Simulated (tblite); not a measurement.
# C5H12BBrO: the cost of one run

The runs use tblite 0.8.0 and PySCF 2.14.0, with density-fitted response routines of our own; the level of theory stands in each step. All values are computed, except where a source is named. Atoms count from 0, in the outputs and in this text.

### Step 1. The molecule as given

20 atoms, charge 0, multiplicity 1; geometry from: force field or distance geometry start.

Bonds of the start (Å): C0–C1 1.35, C1–C2 1.49, C2–C3 1.51, C3–O4 1.36, O4–C5 1.37, O4–B6 1.44, B6–Br7 2.00, C0–H8 1.10, C0–H9 1.07, C1–H10 1.09, C2–H11 1.09, C2–H12 1.12, C3–H13 1.13, C3–H14 1.12, C5–H15 1.10, C5–H16 1.12, C5–H17 1.09, B6–H18 1.20, B6–H19 1.19.

### Step 2. Geometry optimisation with GFN2-xTB

The job: settings as JSON, then the geometry in Å.

```
{"job": {"kind": "relax", "xc": "GFN2-xTB", "basis": "xTB"}, "charge": 0, "multiplicity": 1}
C      3.064900    -0.372100     0.181800
C      1.811900    -0.609600    -0.262300
C      1.118000     0.516800    -0.938500
C     -0.169300     0.934400    -0.258400
O     -1.051500    -0.101500    -0.184900
C     -1.499400    -0.665900    -1.349900
B     -2.007200    -0.060200     0.892000
Br    -2.696700     1.768200     1.307900
H      3.654100    -1.146200     0.700100
H      3.534800     0.580600     0.060800
H      1.334100    -1.580900    -0.121900
H      0.932300     0.227500    -1.973700
H      1.764700     1.427800    -0.879600
H      0.068400     1.210400     0.816200
H     -0.572300     1.883800    -0.682700
H     -0.633700    -1.072900    -1.897300
H     -2.125000    -1.561900    -1.084100
H     -2.123000    -0.026600    -1.980300
H     -1.493000    -0.574400     1.844600
H     -2.917100    -0.766600     0.578100
```

Command:

```bash
OMP_NUM_THREADS=1 python probes_run.py task.json out
```

The driver reads the jobs from task.json and runs them one after another.

Q: Estimate the wall time and peak memory of this first job on 1 thread of Arm Neoverse N1, shared host.

About 1 s, with a peak of 0.18 GiB.
